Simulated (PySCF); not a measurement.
# Ir⁺: excitation energies in x2c-TZVPPall

Each state of iridium is computed at each level; their differences give the excitation energy. How far do the methods differ?

Program: PySCF 2.14.0. Level of theory: unrestricted determinants in a Gaussian basis, no spin-orbit coupling in the energies. These are calculated values, not measurements, unless marked.

### Step 1. Starting point

```
Element                                   : iridium (Z = 77)
Basis                                     : x2c-TZVPPall (11s7p7d3f1g, 97 functions)
Hamiltonian                               : the spin-free X2C one-electron Hamiltonian (Gaussian nucleus)
State 1                                   : Ir⁺: [Xe] 4f14 5d8, high-spin 3F determinant (an excited configuration)
State 2                                   : Ir⁺: [Xe] 4f14 5d6 6s1 6p1, one real determinant (an excited configuration)
Needed too, but not shown                 : Ir⁺ [Xe] 4f14 5d7 6s1 (5F)
Methods                                   : CCSD(T)
Core shells frozen in the correlated runs : valence and next inner shell: [Kr] 4d10 4f14 (for Ir⁺)
```

Outer shells as boxes (Hund's rule):

Ir+ [Xe] 4f14 5d8
```
[Xe] core
4f [↑↓][↑↓][↑↓][↑↓][↑↓][↑↓][↑↓]
5d [↑↓][↑↓][↑↓][↑ ][↑ ]
```

Ir+ [Xe] 4f14 5d6 6s1 6p1
```
[Xe] core
4f [↑↓][↑↓][↑↓][↑↓][↑↓][↑↓][↑↓]
5d [↑↓][↑ ][↑ ][↑ ][↑ ]
6s [↑ ]
6p [↑ ][  ][  ]
```

One driver process ran all states and methods and kept the integrals in memory. Each run is shown as a PySCF script that sums up its settings (the driver passes frozen orbitals as a list and adds second-order terms of double hybrids); the logs are those of the runs themselves. The driver starts from symmetry-adapted Hartree-Fock orbitals, holds the occupation by maximum overlap and uses a logarithmic radial grid for functionals, so a plain start would take other cycles.

The integrals over 97 functions and the set-up took 5.5 s of CPU time.

### Step 2. Ir⁺ [Xe] 4f14 5d8, at CCSD(T) (valence and next inner shell)

Level: CCSD(T) (valence and next inner shell).

Contents of input.py:

```python
from pyscf import gto, scf, dft, mp, cc
import basis_set_exchange as bse
mol = gto.M(atom="Ir 0 0 0", charge=1, spin=2, symmetry="D2h",
            basis=gto.basis.parse(bse.get_basis("x2c-TZVPPall", elements=["Ir"], fmt="nwchem")),
            nucmod="G")
mf = scf.UHF(mol).sfx2c1e()
mf.irrep_nelec = {'Ag': (11, 9), 'B1g': (3, 3), 'B2g': (3, 3), 'B3g': (3, 3), 'Au': (1, 1), 'B1u': (6, 6), 'B2u': (6, 6), 'B3u': (6, 6)}
mf.kernel()
mycc = cc.CCSD(mf, frozen=30).run()
mycc.ccsd_t()
```

What it wrote:

```text
CC2 = 0
CCSD nocc = (np.int64(9), np.int64(7)), nmo = (67, 67)
frozen orbitals [[0, 1, 2, 3, 4, 5, 6, 7, 8, 9, 10, 11, 12, 13, 14, 15, 16, 17, 18, 19, 20, 21, 22, 24, 25, 26, 27, 28, 29, 30], [0, 1, 2, 3, 4, 5, 6, 7, 8, 9, 10, 11, 12, 13, 14, 15, 16, 17, 18, 19, 20, 21, 22, 24, 25, 26, 27, 28, 29, 30]]
max_cycle = 100
direct = 0
conv_tol = 1e-08
conv_tol_normt = 1e-06
diis_space = 8
diis_start_cycle = 0
Init t2, MP2 energy = -0.421883947628769
Init E_corr(UCCSD) = -0.421883947639532
cycle = 1  E_corr(UCCSD) = -0.410251701892205  dE = 0.0116322457  norm(t1,t2) = 0.0528356
cycle = 2  E_corr(UCCSD) = -0.417344136579861  dE = -0.00709243469  norm(t1,t2) = 0.0190837
cycle = 3  E_corr(UCCSD) = -0.417420590432521  dE = -7.64538527e-05  norm(t1,t2) = 0.0109416
cycle = 4  E_corr(UCCSD) = -0.418432787077632  dE = -0.00101219665  norm(t1,t2) = 0.00695461
cycle = 5  E_corr(UCCSD) = -0.418456883318606  dE = -2.4096241e-05  norm(t1,t2) = 0.00234046
cycle = 6  E_corr(UCCSD) = -0.418383010888144  dE = 7.38724305e-05  norm(t1,t2) = 0.000791303
cycle = 7  E_corr(UCCSD) = -0.418421919353697  dE = -3.89084656e-05  norm(t1,t2) = 0.000313559
cycle = 8  E_corr(UCCSD) = -0.418426734912894  dE = -4.8155592e-06  norm(t1,t2) = 6.52381e-05
cycle = 9  E_corr(UCCSD) = -0.418422686908718  dE = 4.04800418e-06  norm(t1,t2) = 1.84271e-05
cycle = 10  E_corr(UCCSD) = -0.418422897702417  dE = -2.10793699e-07  norm(t1,t2) = 4.03801e-06
cycle = 11  E_corr(UCCSD) = -0.418423120490109  dE = -2.22787693e-07  norm(t1,t2) = 1.21631e-06
cycle = 12  E_corr(UCCSD) = -0.418423091631936  dE = 2.88581732e-08  norm(t1,t2) = 3.48381e-07
cycle = 13  E_corr(UCCSD) = -0.4184230914581  dE = 1.73835724e-10  norm(t1,t2) = 1.19424e-07
UCCSD converged
E(UCCSD) = -17824.07949746318  E_corr = -0.4184230914581005
UCCSD(T) correction = -0.0132339438608763
```

CPU time 16 s on a shared host, the integrals not counted.

CCSD correlation -0.41842 hartree, triples -0.01323; total -17824.092731. T1 = 0.006, largest double amplitude 0.042.

Spin-orbit coupling, absent here, splits the open shell strongly.

### Step 3. Ir⁺ [Xe] 4f14 5d6 6s1 6p1, at CCSD(T) (valence and next inner shell)

Level: CCSD(T) (valence and next inner shell).

Contents of input.py:

```python
from pyscf import gto, scf, dft, mp, cc
import basis_set_exchange as bse
mol = gto.M(atom="Ir 0 0 0", charge=1, spin=6, symmetry="D2h",
            basis=gto.basis.parse(bse.get_basis("x2c-TZVPPall", elements=["Ir"], fmt="nwchem")),
            nucmod="G")
mf = scf.UHF(mol).sfx2c1e()
mf.irrep_nelec = {'Ag': (12, 9), 'B1g': (3, 3), 'B2g': (3, 2), 'B3g': (3, 2), 'Au': (1, 1), 'B1u': (7, 6), 'B2u': (6, 6), 'B3u': (6, 6)}
mf.kernel()
mycc = cc.CCSD(mf, frozen=30).run()
mycc.ccsd_t()
```

What it wrote:

```text
CC2 = 0
CCSD nocc = (np.int64(11), np.int64(5)), nmo = (67, 67)
frozen orbitals [[0, 1, 2, 3, 4, 5, 6, 7, 8, 9, 10, 11, 12, 13, 14, 15, 16, 17, 18, 19, 20, 21, 22, 24, 25, 26, 27, 28, 29, 30], [0, 1, 2, 3, 4, 5, 6, 7, 8, 9, 10, 11, 12, 13, 14, 15, 16, 17, 18, 19, 20, 21, 22, 24, 25, 26, 27, 28, 29, 30]]
max_cycle = 100
direct = 0
conv_tol = 1e-08
conv_tol_normt = 1e-06
diis_space = 8
diis_start_cycle = 0
Init t2, MP2 energy = -0.362351032626296
Init E_corr(UCCSD) = -0.362351032630404
cycle = 1  E_corr(UCCSD) = -0.358145086685298  dE = 0.00420594595  norm(t1,t2) = 0.0401482
cycle = 2  E_corr(UCCSD) = -0.362603778658827  dE = -0.00445869197  norm(t1,t2) = 0.0135064
cycle = 3  E_corr(UCCSD) = -0.363137176825086  dE = -0.000533398166  norm(t1,t2) = 0.00916507
cycle = 4  E_corr(UCCSD) = -0.363638604866717  dE = -0.000501428042  norm(t1,t2) = 0.00639734
cycle = 5  E_corr(UCCSD) = -0.363607235024467  dE = 3.13698422e-05  norm(t1,t2) = 0.00416776
cycle = 6  E_corr(UCCSD) = -0.363673272770317  dE = -6.60377458e-05  norm(t1,t2) = 0.000759799
cycle = 7  E_corr(UCCSD) = -0.363703554953472  dE = -3.02821832e-05  norm(t1,t2) = 0.000225022
cycle = 8  E_corr(UCCSD) = -0.36369347071759  dE = 1.00842359e-05  norm(t1,t2) = 7.84286e-05
cycle = 9  E_corr(UCCSD) = -0.363693462407155  dE = 8.31043523e-09  norm(t1,t2) = 1.75619e-05
cycle = 10  E_corr(UCCSD) = -0.363694127728146  dE = -6.65320991e-07  norm(t1,t2) = 4.73502e-06
cycle = 11  E_corr(UCCSD) = -0.363694029069704  dE = 9.8658442e-08  norm(t1,t2) = 1.38912e-06
cycle = 12  E_corr(UCCSD) = -0.36369405065094  dE = -2.15812367e-08  norm(t1,t2) = 4.51293e-07
cycle = 13  E_corr(UCCSD) = -0.363694044634413  dE = 6.01652744e-09  norm(t1,t2) = 9.849e-08
UCCSD converged
E(UCCSD) = -17823.86256435788  E_corr = -0.3636940446344128
UCCSD(T) correction = -0.00910975815029243
```

CPU time 15 s on a shared host, the integrals not counted.

CCSD correlation -0.36369 hartree, triples -0.00911; total -17823.871674. T1 = 0.007, largest double amplitude 0.062.

The real determinant used has ⟨L²⟩ near 8 against 12 for a pure F term, so it mixes terms. Spin-orbit coupling, absent here, splits the open shell strongly.

### Step 4. The energy differences

Excitation energy: Ir⁺ [Xe] 4f14 5d7 6s1 (5F) → Ir⁺ [Xe] 4f14 5d8 (3F).

| method | value (eV) | error (eV) |
| --- | --- | --- |
| UHF | 0.8172 | +0.4556 |
| MP2 (valence and next inner shell) | 0.3404 | -0.0211 |
| SCS-MP2 (valence and next inner shell) | 0.1140 | -0.2475 |
| CCSD (valence and next inner shell) | 0.3500 | -0.0115 |
| CCSD(T) (valence and next inner shell) | 0.2763 | -0.0852 |

Reference: 0.362 eV (measured; NIST levels, between the centres of gravity of the two terms). Errors of the correlated levels include the incompleteness of this basis.

Excitation energy: Ir⁺ [Xe] 4f14 5d7 6s1 (5F) → Ir⁺ [Xe] 4f14 5d6 6s1 6p1 (high-spin determinant).

```
                                method  value (eV)  less CCSD(T) (valence and next inner shell) (eV)
                                   UHF       5.231                                            -1.061
    MP2 (valence and next inner shell)       6.374                                            +0.083
SCS-MP2 (valence and next inner shell)       6.536                                            +0.245
   CCSD (valence and next inner shell)       6.253                                            -0.039
CCSD(T) (valence and next inner shell)       6.292                                            +0.000
```

A first-order spin-orbit estimate (lowest level to lowest level, LS coupling) adds 0.619 eV.

The differences also use runs on Ir⁺ [Xe] 4f14 5d7 6s1 (5F), which are not shown here. The runs at UHF, MP2 (valence and next inner shell) are not shown; their differences are listed all the same.

### Step 5. What came out

```
                                      quantity                                                                        value
        excitation energy, Ir⁺ → [Xe] 4f14 5d8  UHF 0.817, CCSD(T) (valence and next inner shell) 0.276 eV; reference 0.362
excitation energy, Ir⁺ → [Xe] 4f14 5d6 6s1 6p1                   UHF 5.231, CCSD(T) (valence and next inner shell) 6.292 eV
```

Accuracy by level (over 1 difference):

```
                                method  mean absolute miss against the measured value (with the measured fine structure taken into account where it is known) (eV)
                                   UHF                                                                                                                       0.456
    MP2 (valence and next inner shell)                                                                                                                       0.021
SCS-MP2 (valence and next inner shell)                                                                                                                       0.248
   CCSD (valence and next inner shell)                                                                                                                       0.012
CCSD(T) (valence and next inner shell)                                                                                                                       0.085
```

**Reading.** Against experiment CCSD (valence and next inner shell) comes closest (off by 0.01 eV), level with MP2 (valence and next inner shell) and UHF is farthest (0.46 eV). All values hold for this basis alone; no basis-set limit was taken.
